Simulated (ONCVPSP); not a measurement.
# Pseudopotential generation for hydrogen: ONCV, PBE

Aim: build the potential from the settings below, then test how well it stands in for the atom: other configurations, scattering, ghost states and the plane-wave cutoff that it needs.

Program: ONCVPSP 4.0.1. Reference atom: PBE, non-relativistic, spherical and spin-unpolarised. All values are calculated.

## (1) The design

The settings as typed:

| Quantity | Value |
| --- | --- |
| element | hydrogen (H, Z = 1) |
| type | optimised norm-conserving Vanderbilt (ONCV) |
| frozen core | none |
| valence charge | 1 |
| reference configuration | 1s0.5 (charge +0.5) |
| partial waves | 1s: rc 0.75 bohr, ncon 5, nbas 8, qcut 9.8 1/bohr, 2 projectors, debl 3.4 Ha |
| local potential | polynomial inside 0.50 bohr (lpopt 4, dvloc0 6 Ha) |
| core correction | not asked for |

The nodes and maxima of the atom's own shells, from an earlier all-electron run, set the scale for the radii.

All-electron outer shells of the reference configuration (PBE, non-relativistic, ld1.x):

```csv
shell,level (eV),outermost node (bohr),outermost maximum (bohr)
1s,-12.68,–,0.94
```

## (2) Generating the potential

H.dat

```
# ATOM AND REFERENCE CONFIGURATION
# atsym  z   nc   nv     iexc    psfile
  H 1.00    0    1        4      upf
#
#   n    l    f
    1    0    0.50
#
# PSEUDOPOTENTIAL AND OPTIMIZATION
# lmax
    0
#
#   l,   rc,      ep,       ncon, nbas, qcut
    0    0.75    0.00    5    8    9.80
#
# LOCAL POTENTIAL
# lloc, lpopt,  rc(5),   dvloc0
    4    4    0.50    6.00
#
# VANDERBILT-KLEINMAN-BYLANDER PROJECTORs
# l, nproj, debl
    0    2    3.40
#
# MODEL CORE CHARGE
# icmod, fcfact, rcfact
    0    0.00    0.00
#
# LOG DERIVATIVE ANALYSIS
# epsh1, epsh2, depsh
   -2.00    5.00    0.02
#
# OUTPUT GRID
# rlmax, drl
    6.00    0.01
#
# TEST CONFIGURATIONS
# ncnf
    1
# nvcnf
#   n    l    f
    1
    1    0    1.00
#
```

On the command line:

```bash
$ oncvpspnr.x < H.dat > H.out
```

Q: Predict the outcome of this session. Wanted: cutoffs for 1 and 0.1 mHa per electron, occupied waves; bound ghosts; GHOST(+) flags; largest test error; largest phase difference near zero energy, channels read.

**Answer**, as computed:

| quantity | value |
| --- | --- |
| cutoffs for 1 and 0.1 mHa per electron, occupied waves | 31 Ha and 51 Ha |
| bound ghosts | none found |
| GHOST(+) flags | none at low energy |
| largest test error (AE − PS) | +0.1 meV, for 1s1 |
| largest phase difference near zero energy, channels read | 0.000 rad |

In words: By total energies transferability is very good: the largest error is 0.1 meV on 4.8 eV, for 1s1. It counts as of middling hardness, with 31 Ha needed at the looser tolerance. It is free of bound ghosts as far as tested. Near zero energy the phases of the channels with partial waves agree within 0.001 rad. These are tests on the free atom; a crystal test is still owed.
